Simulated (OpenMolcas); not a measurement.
**One shape, several levels: singlet GeSiH4F−**

Aim: a comparison of 6 runs (HF/3-21G, B2PLYP/def2-SVPD, M06-2X/def2-SVPD, M06-L/def2-SVPD, PBE/def2-SVPD, PBE0/def2-SVPD) of singlet GeSiH4F−. 

Program for the calculation: OpenMolcas 26.06.

1 further run of the same task is left out (set aside as unsound or not needed).

## (1) The structure to begin with

GeSiH4F−: 7 atoms, total charge -1, spin state singlet. As SMILES of the parent species, `F[SiH][GeH3]`. Geometry: relaxed at PBE0-D4/def2-TZVP. That shape belongs to the parent species and isn't relaxed for this state.

Bond lengths: F1–Si2 1.610 Å, Si2–Ge3 2.386 Å, Si2–H4 1.494 Å, Ge3–H5 1.538 Å, Ge3–H6 1.535 Å, Ge3–H7 1.540 Å. Angles: F1–Si2–Ge3 110.1°, F1–Si2–H4 106.6°, Ge3–Si2–H4 113.1°, Si2–Ge3–H5 107.6°, Si2–Ge3–H6 109.9°, Si2–Ge3–H7 112.2°, H5–Ge3–H6 109.0°, H5–Ge3–H7 109.1°, H6–Ge3–H7 109.0°.

## (2) The energy at HF/3-21G (run 1)

geom.xyz reads:

```xyz
7

F     -0.828200    -1.797600     1.409500
Si    -0.880400    -1.140500    -0.059400
Ge     0.333800     0.913400    -0.081600
H     -0.325400    -2.158700    -1.001700
H      0.289700     1.465200    -1.516000
H     -0.331000     1.924700     0.863100
H      1.802700     0.725500     0.340400
```

mol.input reads:

```
* FGeH4Si Hartree-Fock
&GATEWAY
BASLIB=$CurrDir
COORD=geom.xyz
BASIS=3-21G
GROUP=NoSym
&SEWARD
&SCF
CHARGE=-1
THRESHOLDS=1e-10 1e-07 1e-07 1e-05
PRORBITALS=0
```

The basis set 3-21G is read from a file made from the Basis Set Exchange's data (not shown).

Run with:

```
$ export MOLCAS_MEM=1860
$ pymolcas mol.input > mol.log
```

Log:

```text
--- Start Module: gateway ---
[...]
--- Stop Module: gateway /rc=_RC_ALL_IS_WELL_ ---
--- Start Module: seward ---
[...]
      Basis functions           52
--- Stop Module: seward /rc=_RC_ALL_IS_WELL_ ---
--- Start Module: scf ---
[...]
       Convergence after  19 Iterations
[...]
::    Total SCF energy                              -2453.9471210746
[...]
      Total spin, S                                     0.0000000000
[...]
      Total electronic charge=   60.000000
      Total            charge=   -1.000000
[...]
      Dipole Moment (debye):
      Origin of the operator (angstrom)=   -0.1140    0.0275    0.1422
                   X=  3.1313E+00               Y=  3.7136E+00               Z= -8.9048E-03           Total=  4.8576E+00
      Center of Charge (angstrom)
[...]
--- Stop Module: scf /rc=_RC_ALL_IS_WELL_ ---
[...]
```

Run time: 2.1 s. Hardware: 1 thread of Arm Neoverse V2, shared host; peak memory 0.38 GiB.

## (3) The energy at B2PLYP/def2-SVPD (run 2)

input.xyz reads:

```xyz
7

F     -0.828200    -1.797600     1.409500
Si    -0.880400    -1.140500    -0.059400
Ge     0.333800     0.913400    -0.081600
H     -0.325400    -2.158700    -1.001700
H      0.289700     1.465200    -1.516000
H     -0.331000     1.924700     0.863100
H      1.802700     0.725500     0.340400
```

job.input reads:

```
&GATEWAY
 BasLib=$CurrDir
 Coord=input.xyz
 Basis=def2-SVPD
 Group=NoSym

&SEWARD
 GridInput
 Grid=UltraFine
 End of Grid

&SCF
 Charge=-1
 KSDFT=B2PLYP_SCF
 Thresholds=1e-10 1e-07 1e-07 1e-05
 PrOrbitals=1

&MBPT2
 Frozen=15
```

The basis set def2-SVPD is read from a file made from the Basis Set Exchange's data (not shown).

Run with:

```
$ export MOLCAS_MEM=1860
$ pymolcas job.input > job.log
```

Log:

```text
--- Start Module: gateway ---
[...]
--- Stop Module: gateway /rc=_RC_ALL_IS_WELL_ ---
[...]
      Basis functions          117
[...]
--- Start Module: scf ---
[...]
       Convergence after  18 Iterations
[...]
::    Total KS-DFT energy                           -2467.5944790551
[...]
      Total spin, S                                     0.0000000000
[...]
      Total electronic charge=   60.000000
      Total            charge=   -1.000000
[...]
      Dipole Moment (debye):
      Origin of the operator (angstrom)=   -0.1140    0.0275    0.1422
                   X=  3.1281E+00               Y=  3.1500E+00               Z=  5.3588E-01           Total=  4.4715E+00
      Center of Charge (angstrom)
[...]
--- Stop Module: scf /rc=_RC_ALL_IS_WELL_ ---
[...]
--- Start Module: mbpt2 ---
[...]
 ###    WARNING: MP2 implementation intended for RHF references only         ###
 ###############################################################################
MBPT2 WARNING: Reference function according to RunFile:KS-DFT
I'll assume you know what you're doing and continue
WARNING!
Default frozen orbitals as non valence orbitals is overwritten by user input.
Default values:  17
[...]
       Reference weight ( Cref**2 )         =        0.78334
::    Total MBPT2 energy                            -2468.2679903423
[...]
      Total MBPT2 calculations                           0.73      0.81
--- Stop Module: mbpt2 /rc=_RC_ALL_IS_WELL_ ---
[...]
```

Wall time 48 s (1 thread of Arm Neoverse V2, shared host); peak memory 0.72 GiB.

Runs 3 to 4 aren't shown in full; the table further down has their settings and results.

## (4) The energy at PBE/def2-SVPD (run 5)

job.inp reads:

```
>>> EXPORT MOLCAS_PRINT=2

&GATEWAY
  BasLib=$CurrDir
  Coord
  7
  angstrom
  F       -0.828200      -1.797600       1.409500
  Si      -0.880400      -1.140500      -0.059400
  Ge       0.333800       0.913400      -0.081600
  H       -0.325400      -2.158700      -1.001700
  H        0.289700       1.465200      -1.516000
  H       -0.331000       1.924700       0.863100
  H        1.802700       0.725500       0.340400
  Basis=def2-SVPD
  Group=NoSym

&SEWARD
  GridInput
  Grid=UltraFine
  End of Grid

&SCF
  Charge=-1
  KSDFT=PBE
  Thresholds=1e-10 1e-07 1e-07 1e-05
  PrOrbitals=1
```

The basis set def2-SVPD is read from a file made from the Basis Set Exchange's data (not shown).

Run with:

```
$ export MOLCAS_MEM=1860
$ pymolcas job.inp > job.log
```

Log:

```text
--- Start Module: gateway ---
[...]
--- Stop Module: gateway /rc=_RC_ALL_IS_WELL_ ---
--- Start Module: seward ---
[...]
      Basis functions          117
--- Stop Module: seward /rc=_RC_ALL_IS_WELL_ ---
[...]
--- Start Module: scf ---
[...]
       Convergence after  22 Iterations
[...]
::    Total KS-DFT energy                           -2467.7900369664
[...]
      Total spin, S                                     0.0000000000
[...]
      Total electronic charge=   60.000000
      Total            charge=   -1.000000
[...]
      Dipole Moment (debye):
      Origin of the operator (angstrom)=   -0.1140    0.0275    0.1422
                   X=  2.6798E+00               Y=  2.7426E+00               Z=  5.7571E-01           Total=  3.8774E+00
      Center of Charge (angstrom)
[...]
--- Stop Module: scf /rc=_RC_ALL_IS_WELL_ ---
[...]
```

Wall time 54 s (1 thread of Arm Neoverse V2, shared host); peak memory 0.72 GiB.

## (5) The energy at PBE0/def2-SVPD (run 6)

test.input reads:

```
>>> EXPORT MOLCAS_PRINT=2

&GATEWAY
 BasLib=$CurrDir
 BasisSet
 F.def2-SVPD....
 F1 -0.828200 -1.797600 1.409500 angstrom
 End of Basis
 BasisSet
 Si.def2-SVPD....
 Si2 -0.880400 -1.140500 -0.059400 angstrom
 End of Basis
 BasisSet
 Ge.def2-SVPD....
 Ge3 0.333800 0.913400 -0.081600 angstrom
 End of Basis
 BasisSet
 H.def2-SVPD....
 H4 -0.325400 -2.158700 -1.001700 angstrom
 H5 0.289700 1.465200 -1.516000 angstrom
 H6 -0.331000 1.924700 0.863100 angstrom
 H7 1.802700 0.725500 0.340400 angstrom
 End of Basis

&SEWARD
 GridInput
 Grid=UltraFine
 End of Grid

&SCF
 Charge=-1
 KSDFT=PBE0
 Thresholds=1e-10 1e-07 1e-07 1e-05
 PrOrbitals=1 1
```

The basis set def2-SVPD is read from a file made from the Basis Set Exchange's data (not shown).

Run with:

```
$ export MOLCAS_MEM=1860
$ pymolcas test.input > test.log
```

Log:

```text
--- Start Module: gateway ---
[...]
--- Stop Module: gateway /rc=_RC_ALL_IS_WELL_ ---
--- Start Module: seward ---
[...]
      Basis functions          117
--- Stop Module: seward /rc=_RC_ALL_IS_WELL_ ---
[...]
--- Start Module: scf ---
[...]
       Convergence after  19 Iterations
[...]
::    Total KS-DFT energy                           -2467.8752941899
[...]
      Total spin, S                                     0.0000000000
[...]
      Total electronic charge=   60.000000
      Total            charge=   -1.000000
[...]
      Dipole Moment (debye):
      Origin of the operator (angstrom)=   -0.1140    0.0275    0.1422
                   X=  2.9534E+00               Y=  3.0121E+00               Z=  5.5581E-01           Total=  4.2549E+00
      Center of Charge (angstrom)
[...]
--- Stop Module: scf /rc=_RC_ALL_IS_WELL_ ---
[...]
```

Run time: 49 s. Hardware: 1 thread of Arm Neoverse V2, shared host; peak memory 0.72 GiB.

## (6) Overview of the runs

| run | level | frozen core orbitals | integration grid | energy (Eh) | HOMO energy (eV) | LUMO energy (eV) | HOMO–LUMO gap (eV) | wall time |
| --- | --- | --- | --- | --- | --- | --- | --- | --- |
| 1 | HF/3-21G | – | – | -2453.947121 | -0.74 | 8.68 | 9.42 | 2.1 s |
| 2 | B2PLYP/def2-SVPD | 15 | UltraFine | -2467.776327 | 0.11 | 4.59 | 4.47 | 48 s |
| 3 | M06-2X/def2-SVPD | – | UltraFine | -2468.298735 | -0.09 | 4.31 | 4.39 | 77 s |
| 4 | M06-L/def2-SVPD | – | UltraFine | -2468.278432 | 1.58 | 4.11 | 2.53 | 73 s |
| 5 | PBE/def2-SVPD | – | UltraFine | -2467.790037 | 1.56 | 3.40 | 1.84 | 54 s |
| 6 | PBE0/def2-SVPD | – | UltraFine | -2467.875294 | 0.76 | 3.98 | 3.22 | 49 s |

## (7) Summary of results

| quantity | value |
| --- | --- |
| run 6: total energy | -2467.87529 Eh |
| run 6: HOMO energy | 0.76 eV |
| run 6: LUMO energy | 3.98 eV |
| run 6: HOMO–LUMO gap (to an unbound level, set by the basis) | 3.22 eV |

**Reading.** The HOMO–LUMO gap runs from 1.84 eV (PBE/def2-SVPD) to 9.42 eV (HF/3-21G). The two ends differ in method and basis. The empty levels of an anion lie above zero and hang on the basis. For B2PLYP the log adds the whole second-order term; the table takes 0.27 of it, as the functional is defined. Totals of different functionals can't be ranked against each other. In runs 2, 4, 5, 6 the HOMO lies above zero, so the outermost electron may be held by the basis alone. All runs together took 5.1 min, the longest 77 s.
